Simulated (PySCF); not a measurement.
**The bond of BeZn+, level by level**

An exercise on one series of results from a longer session: the logs are not shown, and one member is left open.

Computed with PySCF 2.14.0. Level: Be jorge-DZP-DKH, Zn jorge-DZP-DKH, spin-free X2C with a Gaussian nucleus.

Set-up of the first run:

Settings of the job:

```yaml
atoms: Be, Zn
charge: 1
basis: Be jorge-DZP-DKH, Zn jorge-DZP-DKH
Hamiltonian: spin-free X2C with a Gaussian nucleus
basis_functions: 58
electrons_treated: 33
masses_in_u: 9.0122, 63.9291
levels: PBE0, PBE, r²SCAN, BHandHLYP, LDA, M06-L, HF, MP2, SCS-MP2, CCSD, CCSD(T)
grid: 80 radial by 434 angular points
occupations: held fixed by the projection of orbital angular momentum
dissociation_limit: Be+ + Zn, each in its ground configuration
starting_distance_in_angstrom: 2.250
values_of_2S_to_try: 1, 3
```

Command:

```bash
> OMP_NUM_THREADS=1 python dia.py task.json out
```

Among the steps run: Set-up; The PBE0 curve of the state that the search chose; Excited determinants; PBE (GGA); r²SCAN; BHandHLYP; LDA; M06-L (meta-GGA); ROHF; MP2 and coupled cluster.

One table of the session follows, with a row left open; its other results are not shown here.

| level | Re (Å) | ωe (cm⁻¹) | De (eV) |
| --- | --- | --- | --- |
| ROHF | 2.410 | 373 | 1.62 |
| ROHF-MP2 | 2.329 | 399 | 1.94 |
| ROHF-SCS-MP2 | 2.346 | 390 | 1.91 |
| ROHF-CCSD | 2.359 | 385 | 2.03 |
| ROHF-CCSD(T) | 2.353 | 387 | 2.05 |
| LDA | 2.246 | 420 | 2.38 |
| PBE | 2.287 | 403 | 2.34 |
| r²SCAN | 2.274 | 418 | 2.34 |
| M06-L | 2.301 | 395 | 2.25 |
| PBE0 | ? | ? | ? |
| BHandHLYP | 2.356 | 374 | 2.03 |

**Question.** Estimate the row for PBE0.

As computed: Re (Å): 2.318; ωe (cm⁻¹): 395; De (eV): 2.25. In the column «Re (Å)» it lies between M06-L (2.301) and ROHF-MP2 (2.329).
